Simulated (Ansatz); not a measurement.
# BGeH: the cost of one run

The runs use Ansatz 0.2.0, Gaussian basis; cc-pVTZ, all electrons in the functionals, frozen cores in the correlation of double hybrids and RPA.

To be run: wB97M-V, B2PLYP, at 0.957 Å; 1.075 Å; 1.188 Å; 1.321 Å; 1.431 Å; 1.628 Å; 1.900 Å; 2.151 Å; 2.568 Å; 3.202 Å; 3.985 Å (not every functional at every point).

28 further runs of the same task are left out: 2 for a mislabelled method, 1 for a known fault of the program, 22 that didn't finish, 3 set aside as unsound or not needed.

**1. What is computed**

The geometry derives from a PBE0/def2-TZVP stationary point (not a proven minimum). One bond is set to the value named and the two fragments are kept rigid. No spin-orbit coupling is included. The filled d shell of Ge may be among the frozen orbitals whatever the setting's name suggests; the logs give the count.

3 atoms, charge 0, spin multiplicity 1.

Atoms are counted from 1 here; the program's logs count them from 0.

Bond lengths: Ge1–B2 1.963 Å, B2–H3 1.188 Å. Angles: Ge1–B2–H3 180.0°.

As a file:

```xyz
3
BGeH
Ge    0.0000    0.0000    1.7045
B     0.0000    0.0000   -0.2583
H     0.0000    0.0000   -1.4462
```

No dispersion term is added; wB97M-V holds VV10 nonlocal correlation.

The geometry shown and the zero of energy belong to the point 1.188 Å. The yardstick, UCCSD(T), and other wave-function levels (R restricted, U unrestricted, valence and pair active spaces) come from earlier runs.

**2. wB97M-V, 0.957 Å**

The input, in.yaml:

```yaml
crystal:
  periodic: [false, false, false]
  atoms:
    - {symbol: Ge, position_ang: [0.000000, 0.000000, 1.627540]}
    - {symbol: B, position_ang: [0.000000, 0.000000, -0.335270]}
    - {symbol: H, position_ang: [0.000000, 0.000000, -1.292270]}
basis:
  gaussian: {orbitals: cc-pVTZ}
magnetization: {spin_polarized: true, initial_magnetization: 0}
hamiltonian: {xc: {name: wB97M-V}}
output: {forces: true, orbitals: {seedname: orbitals}}
```

The run is started by

```bash
$ ansatz run in.yaml --threads 1 --pin off --events-out ev --progress --plain --max-ram 2393MiB
```

**Question.** How long does this run take on 1 thread of Arm Neoverse V2, shared host, and how much memory does it need?

About 33 s, with a peak of 0.26 GiB.
